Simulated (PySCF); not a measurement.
# CuN₂: structure of the sextet

Where does sextet CuN₂ go from a linear start, is the end point a minimum, and what are its modes, charges and moments?

Method: PBE0, basis Cu def2-TZVP, N def2-TZVP, no relativity, density fitting; program: PySCF 2.14.0.

## (1) Starting geometry

3 atoms, charge 0, spin multiplicity 6.

Bond lengths: Cu1–N2 1.750 Å, Cu1–N3 1.750 Å. Angles: N2–Cu1–N3 180.0°.

Coordinates in bohr (charge 0 multiplicity 6):
```
Cu    0.0000    0.0000    0.0000
N     0.0000    0.0000    3.3070
N     0.0000    0.0000   -3.3070
```

## (2) The SCF at the typed geometry

One driver script runs all steps and calls PySCF; scf.py shows how it sets up the SCF of each step. The optimiser is the driver's own. After this first run the driver tries any further starts and a stability analysis.

Contents of scf.py:

```python
from pyscf import gto, scf, dft
mol = gto.M(atom='''
Cu     0.000000     0.000000     0.000000
N      0.000000     0.000000     1.750000
N      0.000000     0.000000    -1.750000''',
    basis={'Cu': 'def2-TZVP', 'N': 'def2-TZVP'},
    charge=0, spin=5)
mf = dft.UKS(mol, xc='PBE0')
mf.grids.atom_grid = (50, 194)
aux = {'Cu': 'def2-universal-JKFIT', 'N': 'def2-universal-JKFIT'}
mf = mf.density_fit(auxbasis=aux)
mf.conv_tol = 1e-08
mf.diis_space = 10
mf.max_cycle = 60
mf.init_guess = 'minao'
mf.verbose = 4
mf.kernel()
```

Started as:

```sh
$ OMP_NUM_THREADS=4 python axn.py task.json out
```

Standard output:

```text
init E= -1748.91804416901
[... the frontier-level lines of each cycle are left out ...]
cycle= 1 E= -1740.88088565148  delta_E= 8.04  |g|= 5.51  |ddm|= 1.86
cycle= 2 E= -1715.5905235925  delta_E= 25.3  |g|= 10.6  |ddm|= 12.8
cycle= 3 E= -1745.90203854334  delta_E= -30.3  |g|= 4.25  |ddm|=  8.4
cycle= 4 E= -1747.51084225956  delta_E= -1.61  |g|= 2.65  |ddm|= 1.32
cycle= 5 E= -1749.19728924052  delta_E= -1.69  |g|= 0.931  |ddm|= 4.72
cycle= 6 E= -1749.40600953324  delta_E= -0.209  |g|= 0.138  |ddm|= 0.459
cycle= 7 E= -1749.4086202223  delta_E= -0.00261  |g|= 0.0973  |ddm|= 0.16
cycle= 8 E= -1749.41101952707  delta_E= -0.0024  |g|= 0.0164  |ddm|= 0.0525
cycle= 9 E= -1749.41117979355  delta_E= -0.00016  |g|= 0.00809  |ddm|= 0.0218
cycle= 10 E= -1749.41120689349  delta_E= -2.71e-05  |g|= 0.00834  |ddm|= 0.0106
cycle= 11 E= -1749.41123676906  delta_E= -2.99e-05  |g|= 0.0036  |ddm|= 0.0148
cycle= 12 E= -1749.41124083929  delta_E= -4.07e-06  |g|= 0.000534  |ddm|= 0.00694
cycle= 13 E= -1749.41124094863  delta_E= -1.09e-07  |g|= 4.56e-05  |ddm|= 0.00109
cycle= 14 E= -1749.41124094931  delta_E= -6.81e-10  |g|= 3.46e-06  |ddm|= 3.9e-05
Extra cycle  E= -1749.4112409493  delta_E= 1.41e-11  |g|= 9.69e-06  |ddm|= 1.05e-05
converged SCF energy = -1749.4112409493  <S^2> = 8.7607236  2S+1 = 6.0035735
```

This step, with its further starts and checks, took 11 s on 4 threads of Arm Neoverse V1, shared host.

Energies from each starting density:

```csv
start,energy (Eh)
the minimal-basis guess,-1749.411241
a thermally smeared density,-1749.420841
a smeared PBE density,-1749.420841
```

The first run landed in a state that is too high. Following the other starts and the instabilities gains 25.2 kJ/mol (-1749.42084 Eh), and the work goes on from there.

## (3) Relaxing the sextet from the linear start

The program finds D∞h symmetry in the start, which this walk keeps.

scf.py: that of step 2 with these lines changed.

```diff
@@ -15 +14,0 @@
-mf.init_guess = 'minao'
```

Energy and gradient, step by step:

```csv
step,energy (Eh),change (kJ/mol),largest symmetric gradient (Eh/bohr)
0,-1749.420841,0.00,0.04102
1,-1749.427864,-18.44,0.01565
2,-1749.429385,-22.43,0.00440
3,-1749.429538,-22.83,0.00073
4,-1749.429542,-22.84,0.00004
```

The walk took 8.1 s.

End point (D∞h, 4 steps, 22.8 kJ/mol gained): Cu–N 1.878 Å (×2); N–Cu–N 180.0°.

## (4) Frequencies

The point is checked on the finer grid, and tightened if its gradient asks for it. The Hessian and the dipole derivatives come from central differences of analytic gradients, with steps of 0.02 bohr.

scf.py: that of step 3 with these lines changed.

```diff
@@ -4,2 +4,2 @@
-N      0.000000     0.000000     1.750000
-N      0.000000     0.000000    -1.750000''',
+N      0.000000     0.000000     1.877812
+N      0.000000    -0.000000    -1.877812''',
@@ -9 +9 @@
-mf.grids.atom_grid = (50, 194)
+mf.grids.atom_grid = (75, 302)
@@ -12 +12 @@
-mf.conv_tol = 1e-08
+mf.conv_tol = 1e-10
```

The driver hands on the density of the step before, so the log starts near convergence.

SCF at the final geometry:

```text
init E= -1749.42946154806
[... the frontier-level lines of each cycle are left out ...]
cycle= 1 E= -1749.42946154805  delta_E= 9.55e-12  |g|= 6.17e-06  |ddm|= 4.33e-06
Extra cycle  E= -1749.42946154794  delta_E= 1.07e-10  |g|= 2.07e-05  |ddm|= 1.44e-05
converged SCF energy = -1749.42946154794  <S^2> = 8.8035311  2S+1 = 6.0178173
```

The whole step took 21 s.

Geometry: D∞h; Cu–N 1.878 Å (×2); N–Cu–N 180.0°.

Modes, for the most abundant isotopes:

```json
{"symmetry": "πu", "ω (cm⁻¹)": "122i", "IR (km/mol)": "20.3"}
{"symmetry": "σu+", "ω (cm⁻¹)": "303", "IR (km/mol)": "82.1"}
{"symmetry": "σg+", "ω (cm⁻¹)": "461", "IR (km/mol)": "0.0"}
```

With 2 modes imaginary (up to 122i cm⁻¹) this point is a saddle.

Properties at this point:

- Dipole moment: 0.00 D
- Highest occupied level: -6.59 eV
- Lowest empty level: -4.73 eV
- Rotational constants: 0.1707 cm⁻¹
- Zero-point energy (real modes): 4.6 kJ/mol
- Principal polarisabilities: 24.9, 24.9, 194.4 bohr³
- Atomisation energy without zero-point energy: 256 kJ/mol
- Principal traceless quadrupole moments about the centre of mass: -5.05, 2.52, 2.52 D Å
- Spin squared ⟨S²⟩: 8.804

Charges (e) and bond orders:

| atom | Mulliken | Löwdin | polar tensor | spin (Mulliken) | Mayer order to Cu1 |
| --- | --- | --- | --- | --- | --- |
| Cu1 | 0.09 | 0.02 | 0.73 | 0.00 | – |
| N2,3 | -0.05 | -0.01 | -0.36 | 2.50 | 0.85 |

Mulliken populations on Cu1: s 6.96, p 12.19, d 9.76, f 0.00.

## (5) Following the imaginary mode

The atoms are moved a little along the softest imaginary mode and relaxed again.

The program finds C2v symmetry in the start, which this walk keeps. Threshold on the gradient: 0.0003 Eh/bohr, with a further test on the energy change.

scf.py: that of step 4 with these lines changed.

```diff
@@ -3,3 +3,3 @@
-Cu     0.000000     0.000000     0.000000
-N      0.000000     0.000000     1.877812
-N      0.000000    -0.000000    -1.877812''',
+Cu    -0.000000     0.111260    -0.000000
+N      0.000000    -0.250000     1.877812
+N      0.000000    -0.250000    -1.877812''',
@@ -9 +9 @@
-mf.grids.atom_grid = (75, 302)
+mf.grids.atom_grid = (50, 194)
@@ -12 +12 @@
-mf.conv_tol = 1e-10
+mf.conv_tol = 1e-08
```

Energy and gradient, step by step:

```
step   energy (Eh)  change (kJ/mol)  largest symmetric gradient (Eh/bohr)
   0  -1749.430592             0.00                               0.00828
   1  -1749.431237            -1.69                               0.00532
   2  -1749.432103            -3.97                               0.00403
   3  -1749.432403            -4.76                               0.00346
   4  -1749.432590            -5.25                               0.00148
   5  -1749.432651            -5.40                               0.00036
   6  -1749.432652            -5.41                               0.00009
```

The walk took 14 s.

End point (C2v, 6 steps, 5.4 kJ/mol gained): Cu–N 1.865 Å (×2); N–Cu–N 138.7°.

## (6) Frequencies

As before: finer grid, then central differences.

scf.py: that of step 5 with these lines changed.

```diff
@@ -3,3 +3,3 @@
-Cu    -0.000000     0.111260    -0.000000
-N      0.000000    -0.250000     1.877812
-N      0.000000    -0.250000    -1.877812''',
+Cu    -0.000000     0.201980    -0.000000
+N      0.000000    -0.454830     1.746247
+N      0.000000    -0.454830    -1.746247''',
@@ -9 +9 @@
-mf.grids.atom_grid = (50, 194)
+mf.grids.atom_grid = (75, 302)
@@ -12 +12 @@
-mf.conv_tol = 1e-08
+mf.conv_tol = 1e-10
```

Log of the central SCF (cycles and frontier levels):

```text
init E= -1749.43254876253
[... the frontier-level lines of each cycle are left out ...]
cycle= 1 E= -1749.43254876211  delta_E= 4.15e-10  |g|= 4.06e-05  |ddm|= 3.05e-05
cycle= 2 E= -1749.43254875796  delta_E= 4.15e-09  |g|= 0.000141  |ddm|= 8.55e-05
cycle= 3 E= -1749.43254876251  delta_E= -4.55e-09  |g|= 1.35e-05  |ddm|= 5.77e-05
cycle= 4 E= -1749.43254876259  delta_E= -7.87e-11  |g|= 2.5e-07  |ddm|= 1.06e-05
Extra cycle  E= -1749.43254876259  delta_E= -2.27e-12  |g|= 2.77e-07  |ddm|= 6.69e-07
converged SCF energy = -1749.43254876259  <S^2> = 8.793555  2S+1 = 6.0145008
```

The whole step took 28 s on 4 threads of Arm Neoverse V1, shared host.

Geometry: C2v; Cu–N 1.866 Å (×2); N–Cu–N 138.8°.

Modes, for the most abundant isotopes:

```json
{"symmetry": "a1", "ω (cm⁻¹)": "106", "IR (km/mol)": "15.5", "μ (u)": "17.49", "type": "bend"}
{"symmetry": "b2", "ω (cm⁻¹)": "438", "IR (km/mol)": "1.8", "μ (u)": "17.91", "type": "stretch"}
{"symmetry": "a1", "ω (cm⁻¹)": "482", "IR (km/mol)": "0.1", "μ (u)": "14.58", "type": "stretch"}
```

Every mode is real; the point is a minimum.

Properties at this point:

| Quantity | Value |
| --- | --- |
| Dipole moment | 1.61 D |
| Highest occupied level | -6.90 eV |
| Lowest empty level | -4.15 eV |
| Rotational constants | 2.016, 0.1974, 0.1798 cm⁻¹ |
| Zero-point energy | 6.1 kJ/mol |
| Principal polarisabilities | 23.6, 29.6, 119.7 bohr³ |
| Atomisation energy without zero-point energy | 264 kJ/mol |
| Principal traceless quadrupole moments about the centre of mass | -7.21, 3.37, 3.84 D Å |
| Entropy at 298.15 K and 1 bar (electronic part: spin only) | 289.4 J/(mol K) |
| Heat capacity Cp at 298.15 K | 52.6 J/(mol K) |
| Enthalpy at 298.15 K above 0 K | 13.16 kJ/mol |
| Rotational symmetry number | 2 |
| Spin squared ⟨S²⟩ | 8.794 |

Charges (e) and bond orders:

```csv
atom,Mulliken,Löwdin,polar tensor,spin (Mulliken),Mayer order to Cu1
Cu1,0.30,0.13,0.42,0.19,–
"N2,3",-0.15,-0.07,-0.21,2.40,0.93
```

Mulliken populations on Cu1: s 6.78, p 12.23, d 9.69, f 0.00.

## (7) All stationary points

| spin | group | bonds | imaginary modes (cm⁻¹) | ΔE (kJ/mol) | with zero-point energy |
| --- | --- | --- | --- | --- | --- |
| sextet | C2v | Cu–N 1.866 Å (×2) | none | 0.0 | 0.0 |
| sextet | D∞h | Cu–N 1.878 Å (×2) | 122i, 122i | 8.1 | – |

## (8) Outcome

```
                                          quantity                             value
                                           minimum                       sextet, C2v
                                          geometry  Cu–N 1.866 Å (×2); N–Cu–N 138.8°
                                wavenumbers (cm⁻¹)      106 (a1), 438 (b2), 482 (a1)
                                     dipole moment                            1.61 D
highest occupied, lowest empty level (either spin)                   -6.90, -4.15 eV
                        polar-tensor charge of Cu1                           +0.42 e
                                 zero-point energy                        6.1 kJ/mol
                               entropy at 298.15 K                   289.4 J/(mol K)
         atomisation energy (no zero-point energy)                        264 kJ/mol
                                              ⟨S²⟩                             8.794
```

**Reading.** The linear start (D∞h) ends in a minimum of C2v symmetry, after a stop at a second-order saddle point 8.1 kJ/mol higher, from which it was pushed off along an imaginary mode. In the infrared the band at 106 cm⁻¹ (a1, bend) leads. The first SCF alone would have been 25 kJ/mol too high. Other starts or spin states, not run here, may lie lower. One determinant may miss the lowest occupation of an open d or f shell.

The search up to here took 82 s.
